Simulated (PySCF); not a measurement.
# BGeH5O2S: the cost of one run

The runs use PySCF 2.14.0, with density-fitted response routines of our own; the level of theory stands in each step. All values are computed, except where a source is named. Atoms are numbered from 0 throughout.

## Step 1: The molecule as given

10 atoms, charge 0, multiplicity 1; geometry from: GFN2-xTB. The atoms were then displaced at random by about 0.01 Å, so the start is not that level's minimum.

Bonds of the start (Å): O0–B1 1.36, B1–O2 1.35, B1–Ge3 2.07, Ge3–S4 2.20, O0–H5 0.96, O2–H6 0.94, Ge3–H7 1.51, Ge3–H8 1.50, S4–H9 1.33.

## Step 2: Relaxing the molecule at PBE0-D3(BJ)/def2-SVP

What the job is given:

```
{"job": {"xc": "PBE0", "basis": "def2-SVP", "d3": "d3bj", "grid": 1, "shake": 0.01, "kind": "geom"}, "charge": 0, "multiplicity": 1}
O     -0.838070    -1.029230     1.212390
B     -0.839180    -0.203340     0.131580
O     -1.777330    -0.144060    -0.842940
Ge     0.812000     1.023840    -0.073800
S      2.492380    -0.069600    -0.990180
H     -1.603120    -1.596780     1.336220
H     -2.514260    -0.721640    -0.801390
H      1.346190     1.656410     1.190260
H      0.620020     2.199430    -0.983530
H      2.351790    -1.135960    -0.199660
```

Command:

```console
OMP_NUM_THREADS=1 python probes_run.py task.json out
```

This one command runs all jobs of the session in turn.

Q: Estimate the wall time and peak memory of this first job on 1 thread of Arm Neoverse V1, shared host.

About 92 s, with a peak of 0.49 GiB.
